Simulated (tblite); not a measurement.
# SiH3TeOF (SMILES O[SiH](F)[TeH]): GFN2-xTB

Wanted: a geometry optimisation of SiH3TeOF. The job is set up through a Python script.

The results are computed with tblite 0.8.0.

29 further runs of the same task are left out: 29 set aside as unsound or not needed.

## (1) Starting point

SiH3TeOF: 7 atoms, total charge 0, spin state singlet. As SMILES, `O[SiH](F)[TeH]`. Geometry: a GFN2-xTB relaxation, a rough one for these elements and not checked as a minimum. This is one conformer, not always the lowest. The run starts from this shape.

Bond lengths: O1–Si2 1.617 Å, Si2–F3 1.601 Å, Si2–Te4 2.476 Å, O1–H5 0.951 Å, Si2–H6 1.446 Å, Te4–H7 1.644 Å. Angles: O1–Si2–F3 100.5°, O1–Si2–Te4 114.7°, F3–Si2–Te4 111.9°, O1–Si2–H6 112.2°, F3–Si2–H6 105.4°, Te4–Si2–H6 111.4°, Si2–O1–H5 122.8°, Si2–Te4–H7 90.9°.

## (2) A geometry optimisation at GFN2-xTB

Input file molecule.xyz:

```xyz
7

O     -0.856150     0.597710     1.065950
Si     0.485690     0.005720     0.384140
F      0.550910    -1.437290     1.075540
Te     0.403750    -0.157500    -2.085440
H     -1.302260     1.370400     0.737730
H      1.674750     0.697660     0.828360
H     -0.956680    -1.076690    -2.006300
```

Input file calc.py:

```python
import json
import numpy as np
from tblite.interface import Calculator
from tblite.interface import symbols_to_numbers
from scipy.optimize import minimize

symbols = list(map(str, np.loadtxt("molecule.xyz", skiprows=2, usecols=0, dtype=str, ndmin=1)))
numbers = np.array(symbols_to_numbers(symbols))
positions = np.loadtxt("molecule.xyz", skiprows=2, usecols=(1, 2, 3), ndmin=2) / 0.529177210903

calculator = Calculator("GFN2-xTB", numbers, positions, charge=0, uhf=0)
calculator.set("verbosity", 0)
calculator.set("accuracy", 0.01)
last, frames, energies, grads = [None], [], [], []

def fun(x):
    calculator.update(x.reshape(-1, 3))
    last[0] = calculator.singlepoint(last[0])
    return float(last[0].get('energy')), last[0].get('gradient').ravel()

def show(x):
    e, g = fun(x)
    frames.append(x.reshape(-1, 3).tolist())
    energies.append(e)
    grads.append(g.reshape(-1, 3).tolist())
    print(f"{len(energies) - 1:4d} {e:16.9f} {np.abs(g).max():12.3e} {np.linalg.norm(g):12.3e}")

print("step      energy/Eh       max grad     grad norm")
show(positions.ravel())
opt = minimize(fun, positions.ravel(), jac=True, method="BFGS", callback=show, options={"gtol": 3e-05, "maxiter": 500})
print("converged:", opt.success, "-", opt.message)
fun(opt.x)
res = last[0]
final = opt.x.reshape(-1, 3)
print("final geometry (angstrom)")
for s, p in zip(symbols, final * 0.529177210903):
    print(f"{s:<2} {p[0]:12.6f} {p[1]:12.6f} {p[2]:12.6f}")
print(f"total energy: {res.get('energy') * 627.5095:.8f} kcal/mol")
eps = np.atleast_2d(res.get("orbital-energies")) * 27.211386
occ = np.atleast_2d(res.get("orbital-occupations"))
filled = occ.sum(axis=0) if eps.shape[0] == 1 else occ[0]
homo = np.nonzero(filled > 0.5)[0].max()
print(f"HOMO {eps[0, homo]:.4f} eV")
if homo + 1 < eps.shape[1]:
    print(f"LUMO {eps[0, homo + 1]:.4f} eV, gap {eps[0, homo + 1] - eps[0, homo]:.4f} eV")
mu = res.get("dipole") * 2.541746
print(f"|mu|: {np.linalg.norm(mu):.4f} D, components " + " ".join(f"{c:.4f}" for c in mu))
q = res.get("charges")
print("Charges:", " ".join(f"{s}{i + 1}={c:+.4f}" for i, (s, c) in enumerate(zip(symbols, q))))
out = {k: np.asarray(res.get(k)).tolist() for k in ("energy", "gradient", "charges", "dipole", "orbital-energies", "orbital-occupations")}
out.update(symbols=symbols, positions=(positions * 0.529177210903).tolist(), final=final.tolist(), frames=frames, step_energies=energies, grads=grads, success=bool(opt.success))
json.dump(out, open("results.json", "w"))
```

The run is started by

```console
$ python calc.py
```

Q: Predict the results. Wanted: total energy at the end; dipole moment; HOMO energy; LUMO energy; HOMO–LUMO gap.

Answer, from the run:

At GFN2-xTB:

| quantity | value |
| --- | --- |
| total energy at the end | -15.26904 Eh |
| dipole moment | 1.27 D |
| HOMO energy | -9.73 eV |
| LUMO energy | -5.35 eV |
| HOMO–LUMO gap | 4.38 eV |

At the final geometry: Bond lengths: O1–Si2 1.615 Å, Si2–F3 1.614 Å, Si2–Te4 2.473 Å, O1–H5 0.954 Å, Si2–H6 1.443 Å, Te4–H7 1.644 Å. Angles: O1–Si2–F3 107.9°, O1–Si2–Te4 115.1°, F3–Si2–Te4 104.2°, O1–Si2–H6 102.4°, F3–Si2–H6 106.1°, Te4–Si2–H6 120.5°, Si2–O1–H5 123.1°, Si2–Te4–H7 90.9°. The optimisation took 118 steps and changed the energy by -0.094 eV.
